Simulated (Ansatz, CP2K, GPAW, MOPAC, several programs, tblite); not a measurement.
Many methods on one cell: SrO (rocksalt)

SrO in the rocksalt structure, relaxed with r2SCAN in Ansatz, was computed with several methods. It is cubic, Fm-3m (No. 225); a = 5.160 Å in the conventional setting, 17.17 Å³ an atom. Sr is surrounded by 6 O at 2.58 Å; O is surrounded by 6 Sr at 2.58 Å. Calculated for a static, non-magnetic cell.

```cif
data_structure
_symmetry_space_group_name_H-M 'P 1'
_symmetry_Int_Tables_number 1
_cell_length_a 3.6485
_cell_length_b 3.6485
_cell_length_c 3.6485
_cell_angle_alpha 60.000
_cell_angle_beta 60.000
_cell_angle_gamma 60.000
_cell_volume 34.34
loop_
_atom_site_label
_atom_site_type_symbol
_atom_site_fract_x
_atom_site_fract_y
_atom_site_fract_z
_atom_site_occupancy
Sr1 Sr 0.00000 0.00000 0.00000 1
O1 O 0.50000 0.50000 0.50000 1
```

Gaps and times are for a single point on this cell; volume and bulk modulus come from each method's own relaxation or energy curve at fixed shape. Times are rough, from shared hosts (Arm Neoverse V2), and each method has its own mesh and cell size. A dagger marks a closed or tiny gap in a crystal that DFT finds insulating: a failure of the method or a wrong SCF state. GFN1-xTB (tblite): levels, charges or heat of formation failed a check of plausibility, so no values are given. PM6 (MOPAC), PM7 (MOPAC), GFN1-xTB (tblite), GFN2-xTB (tblite) treat a cluster of cells at its zone centre, which samples few k points: where these miss a band edge, the gap comes out too large for that reason alone. Gaps from k meshes are read at a limited set of points (mesh, symmetry points, PBE's band edges), so each method's own least gap may be somewhat smaller. xTB and the PM methods were fitted mostly to molecules, and can miss a solid's gap by electronvolts. Minimal bases can be far off for gaps. GLLB-SC's gap includes the derivative discontinuity. d marks a direct gap, i an indirect one (no mark: not told apart), a dash a value that wasn't computed or didn't pass its checks.

| method | kind | gap (eV) | own volume (Å³/atom) | bulk modulus (GPa) | atoms computed | processor time |
| --- | --- | --- | --- | --- | --- | --- |
| light PBE (260 eV and a coarse mesh) | light plane-wave | 3.38 i | – | – | 2 | 0.44 s |
| PBE | semilocal | 3.32 i | 17.52 | 84 | 2 | 1.1 s |
| PM7 (MOPAC) | semi-empirical | 7.49 | – | – | 64 | 2.2 s |
| PM6 (MOPAC) | semi-empirical | 3.11 | – | – | 64 | 2.4 s |
| r2SCAN | semilocal | 3.80 i | 17.17 | 94 | 2 | 2.9 s |
| PBE/SZV (CP2K) | small basis | 0.28 d | – | – | 2 | 6.1 s |
| GFN1-xTB (tblite) | tight binding | – | – | – | 64 | 6.3 s |
| GFN2-xTB (tblite) | tight binding | 0.00† | – | – | 64 | 6.6 s |
| GLLB-SC (GPAW) | model potential | 6.87 | – | – | 2 | 6.9 s |
| PBE/DZVP (CP2K) | small basis | 3.41 i | 17.72 | 85 | 2 | 12 s |
| PBE/single zeta (GPAW) | small basis | 2.98 i | – | – | 2 | 46 s |

Against r2SCAN (3.80 eV) and with closed or daggered gaps left aside, the nearest gap at the points sampled is that of PBE/DZVP (CP2K) (-0.39 eV) and the farthest that of PM7 (MOPAC) (+3.69 eV). r2SCAN is only a yardstick of convenience: semilocal gaps usually lie below measured ones, which GLLB-SC and hybrids aim to mend.

Volumes against r2SCAN's: PBE +2.0 %, PBE/DZVP (CP2K) +3.2 %.
